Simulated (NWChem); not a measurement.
**One shape, several levels: PbTe (SMILES [Te][Pb])**

Wanted: a comparison of 6 runs (HF/def2-SVP, HF/def2-TZVPP, PBE0/def2-SVP, B3LYP/def2-SVPD, r2SCAN/def2-TZVPP, CCSD(T)/def2-TZVPP) of PbTe. 

The results are computed with NWChem 7.3.0.

5 further runs of the same task are left out: 3 that didn't finish, 2 set aside as unsound or not needed. Runs told in other sessions of the task aren't counted.

### Step 1. The molecule

The species is PbTe (2 atoms), meant as a singlet with charge 0. As SMILES, `[Te][Pb]`. The shape is that of a PBE0-D4/def2-TZVP optimisation.

Bond lengths: Te1–Pb2 2.590 Å.

### Step 2. Energy and gradient at HF/def2-SVP (core potential) (run 1)

sp.nw

```
start sp
title "PbTe"
memory stack 880 mb heap 220 mb global 1100 mb

geometry noautosym nocenter noautoz
   Te       0.000000       0.000000      -0.008980
   Pb       0.000000       0.000000       2.580890
end

basis "ao basis" spherical bse
   * library def2-SVP
end

ecp bse
   Te library def2-SVP
   Pb library def2-SVP
end

scf
   thresh 1e-08
   maxiter 80
   print low
end

task scf gradient
```

Run with:

```console
$ nwchem sp.nw > sp.out
```

Output:

```text
[...]
  functions       =    52
[...]
  wavefunction    = RHF
[...]
         Total SCF energy =   -458.885412203264
      One-electron energy =  -1018.630811255179
      Two-electron energy =    451.861378822390
 Nuclear repulsion energy =    107.884020229525
        Time for solution =     14.4s
[...]
                         RHF ENERGY GRADIENTS
    atom               coordinates                        gradient
                 x          y          z           x          y          z
   1 Te      0.000000   0.000000  -0.016970    0.000000   0.000000   0.001579
   2 Pb      0.000000   0.000000   4.877175   -0.000000  -0.000000  -0.001579
 Task  times  cpu:       18.6s     wall:       18.6s
 Total times  cpu:       18.7s     wall:       18.7s
```

Wall time 19 s (1 thread of Intel Xeon Platinum 8259CL at 2.50GHz (Skylake/Cascade Lake), shared host); peak memory 0.1 GiB.

### Step 3. Energy and forces at HF/def2-TZVPP (core potential) (run 2)

pbte.nw

```
start pbte
memory total 2200 mb
geometry units au noautosym nocenter noautoz
Te   0.00000000   0.00000000  -0.01696974
Pb   0.00000000   0.00000000   4.87717526
end
basis spherical bse
* library def2-TZVPP
end
ecp bse
Te library def2-TZVPP
Pb library def2-TZVPP
end
scf
thresh 1e-08
maxiter 80
print medium
end
task scf gradient
```

Run with:

```console
$ nwchem pbte.nw > pbte.out
```

Output:

```text
[...]
  functions       =   100
[...]
  wavefunction    = RHF
[...]
         Total SCF energy =   -458.899109307636
      One-electron energy =  -1018.691428820975
      Two-electron energy =    451.908307086244
 Nuclear repulsion energy =    107.884012427094
        Time for solution =     71.1s
[...]
                         RHF ENERGY GRADIENTS
    atom               coordinates                        gradient
                 x          y          z           x          y          z
   1 Te      0.000000   0.000000  -0.016970    0.000000   0.000000  -0.003496
   2 Pb      0.000000   0.000000   4.877175   -0.000000  -0.000000   0.003496
[...]
```

Run time: 97 s. Hardware: 1 thread of Intel Xeon Platinum 8259CL at 2.50GHz (Skylake/Cascade Lake), shared host; peak memory 0.11 GiB.

Runs 3 to 5 aren't shown in full; the table further down has their settings and results.

### Step 4. A single-point energy at CCSD(T)/def2-TZVPP (core potential) (run 6)

calc.nw

```
start calc
memory 2200 mb
geometry units angstroms noautosym nocenter noautoz
  Te       0.000000       0.000000      -0.008980
  Pb       0.000000       0.000000       2.580890
end
basis spherical bse
  * library def2-TZVPP
end
ecp bse
  Te library def2-TZVPP
  Pb library def2-TZVPP
end
scf
  thresh 1e-08
  maxiter 80
  noprint "final vectors analysis"
end
ccsd
  freeze core 8
  maxiter 60
end
task ccsd(t) energy
```

Run with:

```console
$ nwchem calc.nw > calc.out
```

Output:

```text
[...]
  functions       =   100
[...]
  wavefunction    = RHF
[...]
         Total SCF energy =   -458.899109304353
      One-electron energy =  -1018.691444375683
      Two-electron energy =    451.908314841804
 Nuclear repulsion energy =    107.884020229525
        Time for solution =     64.6s
[...]
 Total MP2 energy:           -459.747901149662255
[...]
             energy      energy      error      ampl     ampl      Block
                                                time     time      time
[...]
 Total CCSD energy:           -459.687693714971147
[...]
 Total CCSD+T(CCSD) energy:           -459.715344320720249
[...]
 Total CCSD(T) energy:                -459.713232306324016
[...]
```

Wall time 9.9 min (1 thread of Intel Xeon Platinum 8259CL at 2.50GHz (Skylake/Cascade Lake), shared host); peak memory 0.41 GiB.

### Step 5. The series

| run | level | core potential | iteration cap | energy (Eh) | largest force (eV/Å) | wall time |
| --- | --- | --- | --- | --- | --- | --- |
| 1 | HF/def2-SVP (core potential) | def2-SVP | 80 | -458.885412 | 0.081 | 19 s |
| 2 | HF/def2-TZVPP (core potential) | def2-TZVPP | 80 | -458.899109 | 0.180 | 97 s |
| 3 | PBE0/def2-SVP (core potential) | def2-SVP | 100 | -460.956947 | 0.318 | 26 s |
| 4 | B3LYP/def2-SVPD (core potential) | def2-SVPD | 100 | -461.106690 | 0.745 | 34 s |
| 5 | r2SCAN/def2-TZVPP (core potential) | def2-TZVPP | 100 | -461.156164 | 0.158 | 70 s |
| 6 | CCSD(T)/def2-TZVPP (core potential) | def2-TZVPP | 80 | -459.713232 | – | 9.9 min |

### Step 6. What came out

| quantity | value |
| --- | --- |
| run 6: total energy | -459.71323 Eh |
| run 6: correlation energy (8 core orbitals frozen) | -814.1 mEh |
| run 6: (T) correction | -25.54 mEh |

Over runs 2, 3, 4, 5 the dipole moment (its size) runs from 3.13 D (B3LYP/def2-SVPD) to 4.33 D (HF/def2-TZVPP). The two ends differ in method and basis. Over runs 2, 4, 5 the HOMO–LUMO gap runs from 2.72 eV (r2SCAN/def2-TZVPP) to 7.94 eV (HF/def2-TZVPP). Exact exchange widens orbital gaps. Totals of different functionals can't be ranked against each other. All runs together took 14 min, the longest 9.9 min.
